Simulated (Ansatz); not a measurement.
# TeAs (Fm-3m): all-electron equation of state, by script

The task is an all-electron equation of state, for TeAs (Fm-3m).

Program: Ansatz 0.2.0, driven from Python. Level of theory: DFT PBEsol, all-electron LAPW. These are calculated values, not measurements.

## (1) The structure

Symmetry: Fm-3m, No. 225, cubic system. The conventional cell has a = 5.935 Å, b = 5.935 Å, c = 5.935 Å, α = 90.00°, β = 90.00°, γ = 90.00°. Te (site symmetry m-3m) is surrounded by 6 As at 2.97 Å. As (site symmetry m-3m) is surrounded by 6 Te at 2.97 Å.

No structure file is read: the coordinates are typed or built in the script.

## (2) Script

The input, eos_lapw_teas.py:

```python
import ansatz
from ase.eos import EquationOfState
from ase.units import GPa
import numpy as np

VECTORS = np.array([
    [0.0, 2.967667, 2.967667],
    [2.967667, 0.0, 2.967667],
    [2.967667, 2.967667, 0.0],
])
SITES = [
    ('Te', (0.5, 0.5, 0.5)),
    ('As', (0.0, 0.0, 0.0)),
]


def build(cell):
    crystal = ansatz.Crystal(lattice=ansatz.Lattice.of(cell))
    for symbol, position in SITES:
        crystal = crystal.atom(symbol, position)
    return crystal


def main() -> None:
    volumes, energies = [], []
    for scale in np.linspace(0.94, 1.06, 7):
        cell = VECTORS * scale ** (1 / 3)
        job = (
            build(cell).calculation()
            .functional('pbesol')
            .occupations('Marzari-Vanderbilt', width=0.1)
            .scf(tolerance=1e-10)
            .kpoints(8, 8, 8)
            .pseudopotentials('all_electron', lapw=True)
        )
        r = job.run().report
        volumes.append(abs(np.linalg.det(cell)) / len(SITES))
        energies.append(r['free_energy_ev'] / len(SITES))
        print(f'{scale:.3f} {volumes[-1]:9.4f} A^3/atom {energies[-1]:16.5f} eV/atom  (estimated basis error {1000 * r["lapw_basis_errors"]["total_ev_per_atom"]:.2f} meV/atom)')
    v0, e0, bulk = EquationOfState(volumes, energies, eos='birchmurnaghan').fit()
    print(f'V0 = {v0:.4f} A^3/atom, B0 = {bulk / GPa:.1f} GPa')


if __name__ == '__main__':
    main()
```

## (3) The calls as engine input

The package turns the script's settings into the engine's input (first run):

```yaml
crystal:
  lattice:
    - [0.0, 2.9070853684935845, 2.9070853684935845]
    - [2.9070853684935845, 0.0, 2.9070853684935845]
    - [2.9070853684935845, 2.9070853684935845, 0.0]
  atoms:
    - { symbol: Te, position: [0.5, 0.5, 0.5] }
    - { symbol: As, position: [0.0, 0.0, 0.0] }
kpoints:
  mp_grid:
    grid: [8, 8, 8]
hamiltonian:
  xc: pbesol
  pseudopotentials:
    kind: all_electron
    lapw: {}
scf:
  convergence:
    dr2_threshold: 1.0e-10
  occupations:
    method: cold
    width: 0.1
```

## (4) Running it

On the command line:

```console
> python eos_lapw_teas.py
```

**Question.** Where does the minimum lie against the volume typed, and how stiff is the crystal?

**Answer**, as computed:

| quantity | value |
| --- | --- |
| runs compared | 7 |
| range of energy | 51.81 meV/atom |
| lowest point, volume (Å³/atom) | 25.091 |
| equilibrium volume (fit) | 25.06 Å³/atom |
| bulk modulus (fit) | 71 GPa |

**Reading.** A third-order Birch-Murnaghan fit through the 7 points has its minimum at 25.06 Å³ an atom, 4.1 % below the typed cell, with a bulk modulus of 71 GPa and dB/dP = 4.2. From that minimum the energy rises by 2.2 meV an atom on the compressed side and 51.8 meV on the expanded side. The window is off centre, so dB/dP is rough. Reading the output:
- All-electron totals depend on functional, relativistic treatment and basis; only differences at equal settings carry meaning.
- For a metal this k-point mesh is coarse: on a finer one energies can move by several to tens of meV an atom and pressures by half a GPa or more, differences at one mesh by less.
- This cell is a computed structure, which may not be the phase found in nature.
